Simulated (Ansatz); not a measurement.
# SiH₃Br (built from SMILES [SiH3]Br): a barrier at many levels of theory, part 3 of 3

Ansatz 0.2.0, Gaussian basis. Earlier steps stand in the parts before.

### 16 RPA on PBE/def2-TZVPP

The inputs:

r/in.yaml

```yaml
crystal:
  periodic: [false, false, false]
  atoms:
    - {symbol: Si, position_ang: [0.041862, 0.158001, 0.003045]}
    - {symbol: Br, position_ang: [-0.526445, -1.986876, -0.038343]}
    - {symbol: H, position_ang: [-0.323160, 0.763184, -1.298093]}
    - {symbol: H, position_ang: [-0.694826, 0.815430, 1.106403]}
    - {symbol: H, position_ang: [1.502569, 0.250161, 0.226989]}
basis:
  gaussian: {orbitals: def2-TZVPP}
hamiltonian: {xc: pbe}
correlation: {method: rpa}
```

ts/in.yaml

```yaml
crystal:
  periodic: [false, false, false]
  atoms:
    - {symbol: Si, position_ang: [0.277913, 0.942695, 0.074919]}
    - {symbol: Br, position_ang: [-0.653114, -1.609469, -0.587479]}
    - {symbol: H, position_ang: [-0.713436, -0.468372, -1.479130]}
    - {symbol: H, position_ang: [-0.463175, 0.831012, 1.394713]}
    - {symbol: H, position_ang: [1.551812, 0.304034, 0.596977]}
basis:
  gaussian: {orbitals: def2-TZVPP}
hamiltonian: {xc: pbe}
correlation: {method: rpa}
```

p/in.yaml

```yaml
crystal:
  periodic: [false, false, false]
  atoms:
    - {symbol: Si, position_ang: [0.375586, 1.076258, 0.222534]}
    - {symbol: Br, position_ang: [-0.549776, -1.253241, -0.559354]}
    - {symbol: H, position_ang: [-0.986041, -0.893950, -1.869356]}
    - {symbol: H, position_ang: [-0.413645, 0.799751, 1.496251]}
    - {symbol: H, position_ang: [1.573876, 0.271083, 0.709925]}
basis:
  gaussian: {orbitals: def2-TZVPP}
hamiltonian: {xc: pbe}
correlation: {method: rpa}
```

The same command starts each run, in its folder.

Run with:

```bash
$ ansatz run in.yaml --threads 2 --pin off --events-out ev --progress --plain --max-ram 4352MiB
```

r printed (excerpt; [...] marks lines left out):

```text
Functional definition: PBE
  name "PBE"
  cite "Perdew, Burke & Ernzerhof, Phys. Rev. Lett. 77, 3865 (1996) doi:10.1103/PhysRevLett.77.3865"
  parent pbe
[...]
794 factors; integrals over basis functions are off by at most 1.0e-3 eV
[...]
mean field -77959.23282246 eV, -2864.9489635593 hartree, gradient 5.4e-6 eV, S^2 0.000000; 0 other end points of the search recorded, 0 dependent functions left out
14 core orbitals not correlated: weight in the atoms' cores, before any rotation towards them, 1.000 or more for the frozen orbitals, at most 0.000 for the correlated occupied ones
reference -77909.38846135 eV, -2863.1172170744 hartree; 12, 12 occupied and 106, 106 virtual orbitals, 794 factors
Total energy: -77927.81473718 eV, -2863.7943702215 hartree
```

Log of ts (excerpt; [...] marks lines left out):

```text
[... 4 set-up lines as earlier in the session ...]
[...]
795 factors; integrals over basis functions are off by at most 9.1e-4 eV
[...]
mean field -77956.28137505 eV, -2864.8404998678 hartree, gradient 4.1e-6 eV, S^2 0.000000; 0 other end points of the search recorded, 0 dependent functions left out
14 core orbitals not correlated: weight in the atoms' cores, before any rotation towards them, 1.000 or more for the frozen orbitals, at most 0.000 for the correlated occupied ones
reference -77905.79677934 eV, -2862.9852251950 hartree; 12, 12 occupied and 106, 106 virtual orbitals, 795 factors
Total energy: -77924.77221963 eV, -2863.6825597637 hartree
```

p printed (excerpt; [...] marks lines left out):

```text
[... 4 set-up lines as earlier in the session ...]
[...]
793 factors; integrals over basis functions are off by at most 9.8e-4 eV
[...]
mean field -77956.41382506 eV, -2864.8453673159 hartree, gradient 3.8e-6 eV, S^2 0.000000; 1 other end points of the search recorded, 0 dependent functions left out
14 core orbitals not correlated: weight in the atoms' cores, before any rotation towards them, 1.000 or more for the frozen orbitals, at most 0.000 for the correlated occupied ones
reference -77906.06422910 eV, -2862.9950537926 hartree; 12, 12 occupied and 106, 106 virtual orbitals, 793 factors
Total energy: -77924.95745842 eV, -2863.6893671638 hartree
```

Wall times: 1.1 s (r), 1.2 s (ts), 1.4 s (p) on 2 threads of Intel Xeon 6975P-C, shared host.

Barrier 70.2 kcal/mol; end less start +65.9 kcal/mol.

### 17 CCSD(T)/def2-TZVPP

Each input of step 16 (r, ts, p) changes in the same lines:

```diff
-hamiltonian: {xc: pbe}
-correlation: {method: rpa}
+correlation: {method: ccsd_t}
```

Each run has its own folder and the same command.

Run with:

```bash
$ ansatz run in.yaml --threads 2 --pin off --events-out ev --progress --plain --max-ram 4352MiB
```

Output in r (excerpt; [...] marks lines left out):

```text
Functional definition: HF
  name "HF"
  cite "Fock, Z. Phys. 61, 126 (1930) doi:10.1007/BF01340294"
[... 1 set-up line as earlier in the session ...]
[...]
794 factors; integrals over basis functions are off by at most 1.0e-3 eV
[...]
mean field -77910.26538501 eV, -2863.1494434243 hartree, gradient 3.6e-6 eV, S^2 0.000000; 0 other end points of the search recorded, 0 dependent functions left out
14 core orbitals not correlated: weight in the atoms' cores, before any rotation towards them, 1.000 or more for the frozen orbitals, at most 0.000 for the correlated occupied ones
reference -77910.26538501 eV, -2863.1494434243 hartree; 12, 12 occupied and 106, 106 virtual orbitals, 794 factors
second order -11.03968301 eV of doubles, -0.00000000 eV of singles
cycle   1  -11.44134672 eV  change   -4.0e-1 eV  update   6.6e-2
[...]
cycle   8  -11.77998614 eV  change   -2.4e-5 eV  update   1.3e-5
perturbative correction -0.37189724 eV, -0.0136669716 hartree
Total energy: -77922.41726839 eV, -2863.5960169019 hartree
```

Output in ts (excerpt; [...] marks lines left out):

```text
[... 4 set-up lines as earlier in the session ...]
[...]
795 factors; integrals over basis functions are off by at most 9.1e-4 eV
[...]
mean field -77906.73885612 eV, -2863.0198458781 hartree, gradient 3.2e-6 eV, S^2 0.000000; 0 other end points of the search recorded, 0 dependent functions left out; unrestricted orbitals would lower it
[...]
reference -77906.73885612 eV, -2863.0198458781 hartree; 12, 12 occupied and 106, 106 virtual orbitals, 795 factors
second order -11.24495563 eV of doubles, -0.00000000 eV of singles
cycle   1  -11.71934053 eV  change   -4.7e-1 eV  update   7.8e-2
[...]
cycle   9  -12.11768848 eV  change    7.2e-6 eV  update   2.2e-5
perturbative correction -0.41327132 eV, -0.0151874408 hartree
Total energy: -77919.26981592 eV, -2863.4803501569 hartree
```

Output in p (excerpt; [...] marks lines left out):

```text
[... 4 set-up lines as earlier in the session ...]
[...]
793 factors; integrals over basis functions are off by at most 9.8e-4 eV
[...]
mean field -77906.95300016 eV, -2863.0277155264 hartree, gradient 1.8e-6 eV, S^2 0.000000; 0 other end points of the search recorded, 0 dependent functions left out
14 core orbitals not correlated: weight in the atoms' cores, before any rotation towards them, 1.000 or more for the frozen orbitals, at most 0.000 for the correlated occupied ones
reference -77906.95300016 eV, -2863.0277155264 hartree; 12, 12 occupied and 106, 106 virtual orbitals, 793 factors
second order -11.21026596 eV of doubles, -0.00000000 eV of singles
cycle   1  -11.70204704 eV  change   -4.9e-1 eV  update   7.5e-2
[...]
cycle   9  -12.09131875 eV  change    9.9e-6 eV  update   2.3e-5
perturbative correction -0.40149142 eV, -0.0147545375 hartree
Total energy: -77919.44581033 eV, -2863.4868178323 hartree
```

They took 4.2 s (r), 4.5 s (ts), 4.4 s (p) on 2 threads of Intel Xeon 6975P-C, shared host; peak memory 0.69 GiB.

At this level: barrier 72.6 kcal/mol, step energy +68.5 kcal/mol.

### 18 MP2/def2-QZVPP

The same edit goes into each in.yaml of step 17 (r, ts, p):

```diff
-  gaussian: {orbitals: def2-TZVPP}
-correlation: {method: ccsd_t}
+  gaussian: {orbitals: "def2-QZVPP.json"}
+correlation: {method: mp2}
```

The basis file named in the input lies beside it (Basis Set Exchange, JSON).

Each run has its own folder and the same command.

Run with:

```bash
$ ansatz run in.yaml --threads 2 --pin off --events-out ev --progress --plain --max-ram 4352MiB
```

r printed (excerpt; [...] marks lines left out):

```text
[... 4 set-up lines as earlier in the session ...]
[...]
1527 factors; integrals over basis functions are off by at most 8.3e-4 eV
[...]
mean field -77911.86342445 eV, -2863.2081702907 hartree, gradient 1.5e-6 eV, S^2 0.000000; 0 other end points of the search recorded, 0 dependent functions left out
14 core orbitals not correlated: weight in the atoms' cores, before any rotation towards them, 1.000 or more for the frozen orbitals, at most 0.000 for the correlated occupied ones
reference -77911.86342445 eV, -2863.2081702907 hartree; 12, 12 occupied and 223, 223 virtual orbitals, 1527 factors
second order -19.96990253 eV of doubles, -0.00000000 eV of singles
Total energy: -77931.83332698 eV, -2863.9420506727 hartree
```

Log of ts (excerpt; [...] marks lines left out):

```text
[... 4 set-up lines as earlier in the session ...]
[...]
1524 factors; integrals over basis functions are off by at most 7.8e-4 eV
[...]
mean field -77908.32592529 eV, -2863.0781695944 hartree, gradient 8.9e-6 eV, S^2 0.000000; 0 other end points of the search recorded, 0 dependent functions left out; unrestricted orbitals would lower it
[...]
14 core orbitals not correlated: weight in the atoms' cores, before any rotation towards them, 1.000 or more for the frozen orbitals, at most 0.000 for the correlated occupied ones
reference -77908.32592529 eV, -2863.0781695944 hartree; 12, 12 occupied and 223, 223 virtual orbitals, 1524 factors
second order -20.14689353 eV of doubles, -0.00000000 eV of singles
Total energy: -77928.47281882 eV, -2863.8185542756 hartree
```

Output in p (excerpt; [...] marks lines left out):

```text
[... 4 set-up lines as earlier in the session ...]
[...]
1526 factors; integrals over basis functions are off by at most 7.0e-4 eV
[...]
mean field -77908.54261177 eV, -2863.0861326758 hartree, gradient 5.6e-6 eV, S^2 0.000000; 0 other end points of the search recorded, 0 dependent functions left out
14 core orbitals not correlated: weight in the atoms' cores, before any rotation towards them, 1.000 or more for the frozen orbitals, at most 0.000 for the correlated occupied ones
reference -77908.54261177 eV, -2863.0861326758 hartree; 12, 12 occupied and 223, 223 virtual orbitals, 1526 factors
second order -20.11071762 eV of doubles, -0.00000000 eV of singles
Total energy: -77928.65332939 eV, -2863.8251879168 hartree
```

They took 4.4 s (r), 5 s (ts), 4.3 s (p) on 2 threads of Intel Xeon 6975P-C, shared host; peak memory 0.67 GiB.

This gives 77.5 kcal/mol for the barrier and +73.3 kcal/mol for the step.

### 19 Vibrations of the start structure

vib-r/in.yaml

```yaml
crystal:
  periodic: [false, false, false]
  atoms:
    - {symbol: Si, position_ang: [0.041862, 0.158001, 0.003045]}
    - {symbol: Br, position_ang: [-0.526445, -1.986876, -0.038343]}
    - {symbol: H, position_ang: [-0.323160, 0.763184, -1.298093]}
    - {symbol: H, position_ang: [-0.694826, 0.815430, 1.106403]}
    - {symbol: H, position_ang: [1.502569, 0.250161, 0.226989]}
basis:
  gaussian: {orbitals: def2-TZVP}
hamiltonian: {xc: pbe0, dispersion: d4}
phonons: {temperatures: {t_min: 298.15, t_max: 900, t_step: 200}}
```

Run with:

```bash
$ ansatz run in.yaml --threads 2 --pin off --events-out ev --progress --plain --max-ram 4352MiB
```

Standard output (excerpt; [...] marks lines left out):

```text
[... 5 set-up lines as earlier in the session ...]
[...]
813 factors; their error is unknown
[...]
mean field -77962.57027885 eV, -2865.0716128196 hartree, gradient 5.9e-5 eV, S^2 0.000000; 0 other end points of the search recorded, 0 dependent functions left out
[...]
Atom 2 at    -0.323160     0.763184    -1.298093 Å, force     0.000857    -0.000719     0.002724 eV/Å
Atom 3 at    -0.694826     0.815430     1.106403 Å, force     0.000846    -0.000722    -0.001762 eV/Å
Atom 4 at     1.502569     0.250161     0.226989 Å, force    -0.001914     0.000019    -0.000574 eV/Å
Dipole moment:     0.069209     0.261234     0.005034 e Å
Vibrations: 430.05 624.59 624.71 924.16 943.68 943.73 2246.99 2262.18 2262.29 cm⁻¹, zero-point energy 0.698179 eV
```

It took 19 s on 2 threads of Intel Xeon 6975P-C, shared host.

The modes, with what each moves most:

```
mode  wavenumber (cm⁻¹)      character
   1                430  Si–Br stretch
   2                625           bend
   3                625           bend
   4                924           bend
   5                944           bend
   6                944           bend
   7               2247   Si–H stretch
   8               2262   Si–H stretch
   9               2262   Si–H stretch
```

Vibrational sums (real modes only):

```
T (K)  entropy (J/mol/K)  heat capacity (J/mol/K)
  298                8.5                     19.8
  498               22.8                     35.7
  698               36.5                     46.0
  898               49.1                     53.3
```

### 20 Vibrations of the end structure

vib-p/in.yaml

```yaml
crystal:
  periodic: [false, false, false]
  atoms:
    - {symbol: Si, position_ang: [0.375586, 1.076258, 0.222534]}
    - {symbol: Br, position_ang: [-0.549776, -1.253241, -0.559354]}
    - {symbol: H, position_ang: [-0.986041, -0.893950, -1.869356]}
    - {symbol: H, position_ang: [-0.413645, 0.799751, 1.496251]}
    - {symbol: H, position_ang: [1.573876, 0.271083, 0.709925]}
basis:
  gaussian: {orbitals: def2-TZVP}
hamiltonian: {xc: pbe0, dispersion: d4}
phonons: {temperatures: {t_min: 298.15, t_max: 900, t_step: 200}}
```

Run with:

```bash
$ ansatz run in.yaml --threads 2 --pin off --events-out ev --progress --plain --max-ram 4352MiB
```

Standard output (excerpt; [...] marks lines left out):

```text
[... 5 set-up lines as earlier in the session ...]
[...]
813 factors; their error is unknown
[...]
mean field -77959.56917226 eV, -2864.9613241865 hartree, gradient 1.9e-5 eV, S^2 0.000000; 0 other end points of the search recorded, 0 dependent functions left out
[...]
Atom 2 at    -0.986041    -0.893950    -1.869356 Å, force     0.000021     0.000406    -0.001451 eV/Å
Atom 3 at    -0.413645     0.799751     1.496251 Å, force    -0.000505    -0.000125     0.000644 eV/Å
Atom 4 at     1.573876     0.271083     0.709925 Å, force     0.000921    -0.000507    -0.000185 eV/Å
Dipole moment:    -0.247722    -0.406434    -0.349230 e Å
Vibrations: 114.30 182.25 421.98 590.50 706.32 990.49 2043.83 2047.18 2615.13 cm⁻¹, zero-point energy 0.602066 eV
```

Run time: 19 s. Hardware: 2 threads of Intel Xeon 6975P-C, shared host.

Wavenumbers and character of the modes:

```
mode  wavenumber (cm⁻¹)                                                            character
   1                114  not assigned (largely outside the bonds, angles and torsions drawn)
   2                182  not assigned (largely outside the bonds, angles and torsions drawn)
   3                422  not assigned (largely outside the bonds, angles and torsions drawn)
   4                590  not assigned (largely outside the bonds, angles and torsions drawn)
   5                706  not assigned (largely outside the bonds, angles and torsions drawn)
   6                990                                                                 bend
   7               2044                                                         Si–H stretch
   8               2047                                                         Si–H stretch
   9               2615                                                         Br–H stretch
```

Vibrational sums (real modes only):

```
T (K)  entropy (J/mol/K)  heat capacity (J/mol/K)
  298               30.3                     31.4
  498               49.3                     42.4
  698               64.9                     50.2
  898               78.3                     56.1
```

### 21 All levels side by side

The basis limit takes Hartree-Fock with exponent 7.88 and MP2 correlation with exponent 2.97 from the triple- and quadruple-zeta runs, and adds the coupled-cluster step over MP2 from triple zeta. Where a quadruple-zeta run was CCSD(T), only its Hartree-Fock and MP2 parts are used.

Rows are in def2-TZVPP; times add the 3 runs of a level on a shared host, so small differences are noise.

The saddle's own vibrations were run with its search: 520i cm⁻¹, zero-point energy 0.553 eV.

The barrier:

Differences are taken before rounding.

```
      method                    rung  barrier (kcal/mol)  from CCSD(T)/CBS (kcal/mol)   time
       SPW92                     LDA                67.7                         -6.3  1.2 s
      PBE-D4                     GGA                67.9                         -6.2  1.9 s
     BLYP-D4                     GGA                67.1                         -6.9    2 s
   r2SCAN-D4                meta-GGA                74.5                         +0.5  3.5 s
      B97M-V                meta-GGA                71.2                         -2.8  6.9 s
     PBE0-D4                  hybrid                72.6                         -1.4  2.6 s
    B3LYP-D4                  hybrid                71.3                         -2.7  2.5 s
  r2SCAN0-D4                  hybrid                76.7                         +2.7  4.2 s
    BHLYP-D4                  hybrid                76.3                         +2.3  2.6 s
CAM-B3LYP-D4  range-separated hybrid                74.0                          0.0    3 s
     wB97X-V  range-separated hybrid                75.9                         +1.9  6.3 s
     wB97M-V  range-separated hybrid                72.1                         -1.9  7.5 s
      B2PLYP           double hybrid                73.9                         -0.1  4.3 s
    PBE-QIDH           double hybrid                76.9                         +2.9  4.5 s
  RPA on PBE                     RPA                70.2                         -3.8  3.8 s
Hartree-Fock            wavefunction                81.3                         +7.3       
         MP2            wavefunction                76.6                         +2.6       
        CCSD            wavefunction                73.5                         -0.5       
     CCSD(T)            wavefunction                72.6                         -1.4   13 s
 CCSD(T)/CBS                                        74.0                            0   27 s
```

Among the levels timed on like hardware and quicker than the yardstick, those that no quicker one beats, quickest first: SPW92 (1.2 s, -6.3 kcal/mol); PBE-D4 (1.9 s, -6.2 kcal/mol); B3LYP-D4 (2.5 s, -2.7 kcal/mol); BHLYP-D4 (2.6 s, +2.3 kcal/mol); PBE0-D4 (2.6 s, -1.4 kcal/mol); CAM-B3LYP-D4 (3 s, 0.0 kcal/mol).

For cost: CAM-B3LYP-D4 gets within 0.0 kcal/mol in 3 s, where CCSD(T)/CBS took 27 s; the quickest level in the cost chart, SPW92, takes 1.2 s and misses by 6.3 kcal/mol.

The step energy:

Differences are taken before rounding.

```
      method                    rung  step energy (kcal/mol)  from CCSD(T)/CBS (kcal/mol)
       SPW92                     LDA                    64.6                         -5.4
      PBE-D4                     GGA                    64.8                         -5.1
     BLYP-D4                     GGA                    64.4                         -5.6
   r2SCAN-D4                meta-GGA                    70.9                         +1.0
      B97M-V                meta-GGA                    66.9                         -3.1
     PBE0-D4                  hybrid                    68.7                         -1.2
    B3LYP-D4                  hybrid                    67.8                         -2.1
  r2SCAN0-D4                  hybrid                    72.5                         +2.6
    BHLYP-D4                  hybrid                    72.0                         +2.1
CAM-B3LYP-D4  range-separated hybrid                    70.0                          0.0
     wB97X-V  range-separated hybrid                    71.4                         +1.5
     wB97M-V  range-separated hybrid                    67.8                         -2.1
      B2PLYP           double hybrid                    70.1                         +0.2
    PBE-QIDH           double hybrid                    72.5                         +2.6
  RPA on PBE                     RPA                    65.9                         -4.0
Hartree-Fock            wavefunction                    76.4                         +6.4
         MP2            wavefunction                    72.5                         +2.5
        CCSD            wavefunction                    69.2                         -0.7
     CCSD(T)            wavefunction                    68.5                         -1.4
 CCSD(T)/CBS                                            69.9                            0
```

### 22 Summary of results

The summary covers parts 1 to 3.

| quantity | value |
| --- | --- |
| barrier, CCSD(T)/CBS | 74.0 kcal/mol |
| reverse barrier, CCSD(T)/CBS | 4.1 kcal/mol |
| step energy, CCSD(T)/CBS | +69.9 kcal/mol |
| barrier with zero-point energy | 70.7 kcal/mol |
| step energy with zero-point energy | +67.7 kcal/mol |
| imaginary mode at the saddle | 520i cm⁻¹ |
| largest T1 diagnostic | 0.010 |

In words: Among the functionals CAM-B3LYP-D4 lands nearest to CCSD(T)/CBS (0.0 kcal/mol) and BLYP-D4 farthest (-6.9 kcal/mol). Mean unsigned error by rung: LDA 6.3, GGA 6.5, meta-GGA 1.6, hybrid 2.3, range-separated hybrid 1.3, double hybrid 1.5 kcal/mol. PBE-D4 gives a barrier 6.2 kcal/mol too low, outside chemical accuracy (1 kcal/mol). The barrier rises with the share of exact exchange, from BLYP-D4 through B3LYP-D4 to BHLYP-D4 (-6.9, -2.7, +2.3 kcal/mol). Hartree-Fock, with no correlation, is off by +7.3 kcal/mol. Zero-point motion lowers the barrier by 3.3 kcal/mol. The restricted Hartree–Fock reference is unstable towards an unrestricted one at one or more of these structures.
